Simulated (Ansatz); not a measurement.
# CuTe (Pmmn): one cell under locks on the spin (series 2), part 1 of 2

Task: run CuTe (Pmmn) at one cell with the spin set up in several ways. Cell and atoms stay fixed.

Computed with Ansatz 0.2.0 (DFT PBEsol+U (U = 4 eV, J = 0.5 eV on Cu d), plane waves, PAW, unless a step's input says otherwise).

5 further runs of the same task are left out: 5 that didn't finish.

### Step 1. Starting point

It takes space group Pmmn (No. 59, orthorhombic). The conventional cell has a = 3.100 Å, b = 4.020 Å, c = 6.860 Å, α = 90.00°, β = 90.00°, γ = 90.00°. Around Cu (site symmetry mm2) lie 4 Te at 2.54 to 2.73 Å and 4 Cu at 2.63 Å. Te (site symmetry mm2) has 4 Cu at 2.54 to 2.73 Å as nearest neighbours.

As a file:

```cif
data_structure
_symmetry_space_group_name_H-M 'P 1'
_symmetry_Int_Tables_number 1
_cell_length_a 3.1000
_cell_length_b 7.9511
_cell_length_c 13.7200
_cell_angle_alpha 30.371
_cell_angle_beta 90.000
_cell_angle_gamma 90.000
_cell_volume 170.98
loop_
_atom_site_label
_atom_site_type_symbol
_atom_site_fract_x
_atom_site_fract_y
_atom_site_fract_z
_atom_site_occupancy
Cu1 Cu 0.00000 0.50000 0.97450 1
Cu2 Cu 0.50000 0.00000 0.27550 1
Te1 Te 0.00000 0.00000 0.11150 1
Te2 Te 0.50000 0.50000 0.13850 1
Cu3 Cu 0.00000 0.50000 0.47450 1
Cu4 Cu 0.50000 0.00000 0.77550 1
Te3 Te 0.00000 0.00000 0.61150 1
Te4 Te 0.50000 0.50000 0.63850 1
```

The runs: total moment locked, 2.00 μB per cell; total moment locked, 1.00 μB per cell; ferromagnetic start, free, default search; antiferromagnetic site moments held at first, then free; no spin polarisation.

An earlier series on this cell reached its lowest free state from «ferromagnetic start, free, natural orbitals of the symmetric run filled by rank», perhaps among other starts (it ended without moments).

### Step 2. Total moment locked, 2.00 μB per cell

Input file input.yaml:

```yaml
crystal:
  lattice:
    - [3.09999976, 0.0, 0.0]
    - [0.0, 4.01999969, 6.85999947]
    - [0.0, 0.0, 13.71999894]
  atoms:
    - { symbol: Cu, position: [0.0, 0.5, 0.9745], spin: 0.5 }
    - { symbol: Cu, position: [0.5, 0.0, 0.2755], spin: 0.5 }
    - { symbol: Te, position: [0.0, 0.0, 0.1115] }
    - { symbol: Te, position: [0.5, 0.5, 0.1385] }
    - { symbol: Cu, position: [0.0, 0.5, 0.4745], spin: 0.5 }
    - { symbol: Cu, position: [0.5, 0.0, 0.7755], spin: 0.5 }
    - { symbol: Te, position: [0.0, 0.0, 0.6115] }
    - { symbol: Te, position: [0.5, 0.5, 0.6385] }
basis:
  ecutwfc: 420
  ecutrho_ratio: 4
kpoints:
  mp_grid: { grid: [6, 5, 5] }
hamiltonian:
  xc: pbesol
  hubbard:
    sites:
      - { site: 0, l: d, u: 4.0, j: 0.5 }
      - { site: 1, l: d, u: 4.0, j: 0.5 }
      - { site: 4, l: d, u: 4.0, j: 0.5 }
      - { site: 5, l: d, u: 4.0, j: 0.5 }
scf:
  occupations: { method: gaussian, width: 0.05 }
  lower_state_search: "off"
  max_iter: 150
output:
  forces: true
  stress: true
  eigenvalues: true
  populations: true
  hubbard:
    sites:
      - { site: 0, l: d }
      - { site: 1, l: d }
      - { site: 4, l: d }
      - { site: 5, l: d }
magnetization:
  spin_polarized: true
  initial_magnetization: 2.0
  spin_locking: { lock_magnetization: hard }
```

The lock stays on to the end, so the result is a constrained state.

The run is started by

```
ansatz run input.yaml --threads 4 --pin off --max-ram 6144MiB --backend cpu --events-out ev --progress --plain --runs-dir out
```

Standard output (excerpt; [...] marks lines left out):

```text
Warning: output.stress: scf.convergence.dr2_threshold = 1e-7 eV (the SCF's general default) is looser than the 8e-10 eV advised for a printed stress (1e-10 eV for each atom of the cell: 8). What an SCF threshold leaves in a stress goes as its square root, and in the free energy as the [...]
Warning: RAYON_NUM_THREADS=4 ignored (pool sized by the plan → 4); use --threads N
Cu: projections on atomic orbitals take those of the free atom [Ne] 3s2 3p6 3d10 4s1, of charge +0.00 (hamiltonian.pseudopotentials.projection_atoms); the dataset's partial waves leave at most 2.0e-6 of an orbital's norm unspanned inside its sphere
Te: projections on atomic orbitals take those of the free atom [Kr] 4d10 5s2 5p4, of charge +0.00 (hamiltonian.pseudopotentials.projection_atoms); the dataset's partial waves leave at most 7.8e-6 of an orbital's norm unspanned inside its sphere
[...]
Pseudopotentials: kind: paw
Pseudopotential: Cu, paw, valence charge 19, recommended cutoff 420 eV (normal), Cu.paw.azcp
Pseudopotential: Te, paw, valence charge 16, recommended cutoff 420 eV (normal), Te.paw.azcp
Functional definition: PBEsol
[...]
Crystal: 8 atoms, lattice volume = 170.979 Å³
Basis set: ecut = 420 eV, 3361 PW (Γ), exchange–correlation on 48×108×192 points (8 copies of the dense FFT grid, shifted against one another)
Bands: 86, of which v1, the nominal top of the filled ones, is band 70 counted from 1 (69 counted from 0)
Symmetry: 16 space group operations
Space group: Pmmn (ITA 59), of the structure as read, at distance tolerance 5.6e-5 Å
[...]
--- Band table (eV; the first three rows and the last of 72) ---
[...]
Occupation matrices written to <dir>
--- Löwdin populations: 8 sites ---
  site symbol       q [e]    m [muB]
     0     Cu     18.5825     0.0524
     1     Cu     18.5825     0.0524
     2     Te     16.2027     0.4326
     3     Te     16.2027     0.4326
     4     Cu     18.5825     0.0524
     5     Cu     18.5825     0.0524
     6     Te     16.2027     0.4326
     7     Te     16.2027     0.4326
  spilling = 0.006136 (of n_electrons = 140.000000)
--- Occupation matrices: 4 shells (run DFT+U table (all-electron-ortho-atomic); ε = 2.99e-3) ---
  Cu0 d_3D: site group C2v (mm2)
  Cu0 d_3D up     Tr n = 4.9448  λ = 0.984 0.989 0.989 0.989 0.993  [yz 1.00 B2(1.00) | 3× xz 0.33 A1(0.33) | x2-y2 0.97 A1(1.00)]
  Cu0 d_3D dn     Tr n = 4.8891  λ = 0.957 0.980 0.980 0.983 0.988  [yz 1.00 B2(1.00) | 3× xz 0.33 A1(0.33) | x2-y2 1.00 A1(1.00)]
  Cu1 d_3D: site group C2v (mm2)
  Cu1 d_3D up     Tr n = 4.9448  λ = 0.984 0.989 0.989 0.989 0.993  [yz 1.00 B2(1.00) | 3× xz 0.33 A1(0.33) | x2-y2 0.97 A1(1.00)]
  Cu1 d_3D dn     Tr n = 4.8891  λ = 0.957 0.980 0.980 0.983 0.988  [yz 1.00 B2(1.00) | 3× xz 0.33 A1(0.33) | x2-y2 1.00 A1(1.00)]
  Cu4 d_3D: site group C2v (mm2)
  Cu4 d_3D up     Tr n = 4.9448  λ = 0.984 0.989 0.989 0.989 0.993  [yz 1.00 B2(1.00) | 3× xz 0.33 A1(0.33) | x2-y2 0.97 A1(1.00)]
  Cu4 d_3D dn     Tr n = 4.8891  λ = 0.957 0.980 0.980 0.983 0.988  [yz 1.00 B2(1.00) | 3× xz 0.33 A1(0.33) | x2-y2 1.00 A1(1.00)]
  Cu5 d_3D: site group C2v (mm2)
  Cu5 d_3D up     Tr n = 4.9448  λ = 0.984 0.989 0.989 0.989 0.993  [yz 1.00 B2(1.00) | 3× xz 0.33 A1(0.33) | x2-y2 0.97 A1(1.00)]
  Cu5 d_3D dn     Tr n = 4.8891  λ = 0.957 0.980 0.980 0.983 0.988  [yz 1.00 B2(1.00) | 3× xz 0.33 A1(0.33) | x2-y2 1.00 A1(1.00)]
  Tr n, λ and their labels are of the run-group-symmetrised matrices; stabiliser: 16 of 32 elements of G0×{1,Θ} (closed), max defect 2.6e-15 at τ = 6.3e-4
```

Run time: 27 s. Hardware: 4 threads of Arm Neoverse V1, shared host; peak memory 1.3 GiB.

It ends with no gap, pressure 2.9 GPa, moments in spheres Cu 0.09; Te 0.19 μB, largest force component 0.37 eV/Å, 16 symmetry operations imposed.

The shells' filling, with natural orbitals sorted by occupation:

```tsv
shell	channel	electrons	over 0.8	0.2 to 0.8	under 0.2
Cu 3d (atom 1)	up	4.94	5	0	0
Cu 3d (atom 1)	down	4.89	5	0	0
```

### Step 3. Total moment locked, 1.00 μB per cell

input.yaml: that of step 2 with these lines changed.

```diff
@@ -6,8 +6,8 @@
   atoms:
-    - { symbol: Cu, position: [0.0, 0.5, 0.9745], spin: 0.5 }
-    - { symbol: Cu, position: [0.5, 0.0, 0.2755], spin: 0.5 }
+    - { symbol: Cu, position: [0.0, 0.5, 0.9745], spin: 0.25 }
+    - { symbol: Cu, position: [0.5, 0.0, 0.2755], spin: 0.25 }
     - { symbol: Te, position: [0.0, 0.0, 0.1115] }
     - { symbol: Te, position: [0.5, 0.5, 0.1385] }
-    - { symbol: Cu, position: [0.0, 0.5, 0.4745], spin: 0.5 }
-    - { symbol: Cu, position: [0.5, 0.0, 0.7755], spin: 0.5 }
+    - { symbol: Cu, position: [0.0, 0.5, 0.4745], spin: 0.25 }
+    - { symbol: Cu, position: [0.5, 0.0, 0.7755], spin: 0.25 }
     - { symbol: Te, position: [0.0, 0.0, 0.6115] }
@@ -44,3 +44,3 @@
   spin_polarized: true
-  initial_magnetization: 2.0
+  initial_magnetization: 1.0
   spin_locking: { lock_magnetization: hard }
```

The lock stays on to the end, so the result is a constrained state.

The run is started by

```
ansatz run input.yaml --threads 4 --pin off --max-ram 6144MiB --backend cpu --events-out ev --progress --plain --runs-dir out
```

Standard output (excerpt; [...] marks lines left out):

```text
Warning: output.stress: scf.convergence.dr2_threshold = 1e-7 eV (the SCF's general default) is looser than the 8e-10 eV advised for a printed stress (1e-10 eV for each atom of the cell: 8). What an SCF threshold leaves in a stress goes as its square root, and in the free energy as the [...]
Warning: RAYON_NUM_THREADS=4 ignored (pool sized by the plan → 4); use --threads N
Cu: projections on atomic orbitals take those of the free atom [Ne] 3s2 3p6 3d10 4s1, of charge +0.00 (hamiltonian.pseudopotentials.projection_atoms); the dataset's partial waves leave at most 2.0e-6 of an orbital's norm unspanned inside its sphere
Te: projections on atomic orbitals take those of the free atom [Kr] 4d10 5s2 5p4, of charge +0.00 (hamiltonian.pseudopotentials.projection_atoms); the dataset's partial waves leave at most 7.8e-6 of an orbital's norm unspanned inside its sphere
[...]
[... 2 set-up lines as earlier in the session ...]
[...]
  Cu1 d_3D: site group C2v (mm2)
  Cu1 d_3D up     Tr n = 4.9332  λ = 0.980 0.985 0.987 0.988 0.993  [yz 1.00 B2(1.00) | xz 1.00 B1(1.00) | xy 1.00 A2(1.00) | z2 0.98 A1(1.00) | x2-y2 0.98 A1(1.00)]
  Cu1 d_3D dn     Tr n = 4.9045  λ = 0.964 0.982 0.982 0.985 0.991  [yz 1.00 B2(1.00) | 2× xz 0.50 B1(0.50) | z2 0.99 A1(1.00) | x2-y2 0.99 A1(1.00)]
  Cu4 d_3D: site group C2v (mm2)
  Cu4 d_3D up     Tr n = 4.9332  λ = 0.980 0.985 0.987 0.988 0.993  [yz 1.00 B2(1.00) | xz 1.00 B1(1.00) | xy 1.00 A2(1.00) | z2 0.98 A1(1.00) | x2-y2 0.98 A1(1.00)]
  Cu4 d_3D dn     Tr n = 4.9045  λ = 0.964 0.982 0.982 0.985 0.991  [yz 1.00 B2(1.00) | 2× xz 0.50 B1(0.50) | z2 0.99 A1(1.00) | x2-y2 0.99 A1(1.00)]
  Cu5 d_3D: site group C2v (mm2)
  Cu5 d_3D up     Tr n = 4.9332  λ = 0.980 0.985 0.987 0.988 0.993  [yz 1.00 B2(1.00) | xz 1.00 B1(1.00) | xy 1.00 A2(1.00) | z2 0.98 A1(1.00) | x2-y2 0.98 A1(1.00)]
  Cu5 d_3D dn     Tr n = 4.9045  λ = 0.964 0.982 0.982 0.985 0.991  [yz 1.00 B2(1.00) | 2× xz 0.50 B1(0.50) | z2 0.99 A1(1.00) | x2-y2 0.99 A1(1.00)]
  Tr n, λ and their labels are of the run-group-symmetrised matrices; stabiliser: 16 of 32 elements of G0×{1,Θ} (closed), max defect 2.6e-15 at τ = 1.5e-5
```

It took 26 s on 4 threads of Arm Neoverse V1, shared host; peak memory 1.3 GiB.

It ends with no gap, pressure 2.0 GPa, moments in spheres Te 0.09 μB, largest force component 0.33 eV/Å, 16 symmetry operations imposed.

The shells' filling, with natural orbitals sorted by occupation:

```tsv
shell	channel	electrons	over 0.8	0.2 to 0.8	under 0.2
Cu 3d (atom 1)	up	4.93	5	0	0
Cu 3d (atom 1)	down	4.90	5	0	0
```

### Step 4. Ferromagnetic start, free, default search

input.yaml: that of step 3 with these lines changed.

```diff
@@ -6,8 +6,8 @@
   atoms:
-    - { symbol: Cu, position: [0.0, 0.5, 0.9745], spin: 0.25 }
-    - { symbol: Cu, position: [0.5, 0.0, 0.2755], spin: 0.25 }
+    - { symbol: Cu, position: [0.0, 0.5, 0.9745], spin: 1.0 }
+    - { symbol: Cu, position: [0.5, 0.0, 0.2755], spin: 1.0 }
     - { symbol: Te, position: [0.0, 0.0, 0.1115] }
     - { symbol: Te, position: [0.5, 0.5, 0.1385] }
-    - { symbol: Cu, position: [0.0, 0.5, 0.4745], spin: 0.25 }
-    - { symbol: Cu, position: [0.5, 0.0, 0.7755], spin: 0.25 }
+    - { symbol: Cu, position: [0.0, 0.5, 0.4745], spin: 1.0 }
+    - { symbol: Cu, position: [0.5, 0.0, 0.7755], spin: 1.0 }
     - { symbol: Te, position: [0.0, 0.0, 0.6115] }
@@ -29,4 +29,2 @@
   occupations: { method: gaussian, width: 0.05 }
-  lower_state_search: "off"
-  max_iter: 150
 output:
@@ -44,3 +42 @@
   spin_polarized: true
-  initial_magnetization: 1.0
-  spin_locking: { lock_magnetization: hard }
```

The run is started by

```
ansatz run input.yaml --threads 4 --pin off --max-ram 6144MiB --backend cpu --events-out ev --progress --plain --runs-dir out
```

Standard output (excerpt; [...] marks lines left out):

```text
Warning: RAYON_NUM_THREADS=4 ignored (pool sized by the plan → 4); use --threads N
Cu: projections on atomic orbitals take those of the free atom [Ne] 3s2 3p6 3d10 4s1, of charge +0.00 (hamiltonian.pseudopotentials.projection_atoms); the dataset's partial waves leave at most 2.0e-6 of an orbital's norm unspanned inside its sphere
Te: projections on atomic orbitals take those of the free atom [Kr] 4d10 5s2 5p4, of charge +0.00 (hamiltonian.pseudopotentials.projection_atoms); the dataset's partial waves leave at most 7.8e-6 of an orbital's norm unspanned inside its sphere
[...]
[... 4 set-up lines as earlier in the session ...]
[...]
Crystal: 8 atoms, lattice volume = 170.979 Å³
Basis set: ecut = 420 eV, 3361 PW (Γ), exchange–correlation on 48×108×192 points (8 copies of the dense FFT grid, shifted against one another)
[...]
WARN: the starting moments were not kept: the SCF closed with an absolute magnetisation of 2.3e-5 μB, where they sum to 4 μB in size (4 sites). That is at most 0.1 of that sum. Measured as dr2_m measures the in/out step, that magnetisation stands 3.2e-11 eV from none, at or under the [...]
  Cu1 d_3D: site group C2v (mm2)
  Cu1 d_3D up     Tr n = 4.9186  λ = 0.971 0.984 0.984 0.987 0.992  [yz 1.00 B2(1.00) | xz 1.00 B1(1.00) | xy 1.00 A2(1.00) | z2 1.00 A1(1.00) | x2-y2 1.00 A1(1.00)]
  Cu1 d_3D dn     Tr n = 4.9186  λ = 0.971 0.984 0.984 0.987 0.992  [yz 1.00 B2(1.00) | xz 1.00 B1(1.00) | xy 1.00 A2(1.00) | z2 1.00 A1(1.00) | x2-y2 1.00 A1(1.00)]
  Cu4 d_3D: site group C2v (mm2)
  Cu4 d_3D up     Tr n = 4.9186  λ = 0.971 0.984 0.984 0.987 0.992  [yz 1.00 B2(1.00) | xz 1.00 B1(1.00) | xy 1.00 A2(1.00) | z2 1.00 A1(1.00) | x2-y2 1.00 A1(1.00)]
  Cu4 d_3D dn     Tr n = 4.9186  λ = 0.971 0.984 0.984 0.987 0.992  [yz 1.00 B2(1.00) | xz 1.00 B1(1.00) | xy 1.00 A2(1.00) | z2 1.00 A1(1.00) | x2-y2 1.00 A1(1.00)]
  Cu5 d_3D: site group C2v (mm2)
  Cu5 d_3D up     Tr n = 4.9186  λ = 0.971 0.984 0.984 0.987 0.992  [yz 1.00 B2(1.00) | xz 1.00 B1(1.00) | xy 1.00 A2(1.00) | z2 1.00 A1(1.00) | x2-y2 1.00 A1(1.00)]
  Cu5 d_3D dn     Tr n = 4.9186  λ = 0.971 0.984 0.984 0.987 0.992  [yz 1.00 B2(1.00) | xz 1.00 B1(1.00) | xy 1.00 A2(1.00) | z2 1.00 A1(1.00) | x2-y2 1.00 A1(1.00)]
  Tr n, λ and their labels are of the run-group-symmetrised matrices; stabiliser: 32 of 32 elements of G0×{1,Θ} (closed), max defect 6.5e-7 at τ = 3.2e-5
```

It took 33 s on 4 threads of Arm Neoverse V1, shared host; peak memory 1.3 GiB.

End state: no gap, pressure 1.8 GPa, no moment over 0.05 μB in any sphere, largest force component 0.28 eV/Å, 16 symmetry operations imposed.

How the shells are filled (orbitals counted by the eigenvalues of the occupation matrices):

```tsv
shell	channel	electrons	over 0.8	0.2 to 0.8	under 0.2
Cu 3d (atom 1)	up	4.92	5	0	0
Cu 3d (atom 1)	down	4.92	5	0	0
```

(Continued in part 2 of 2.)
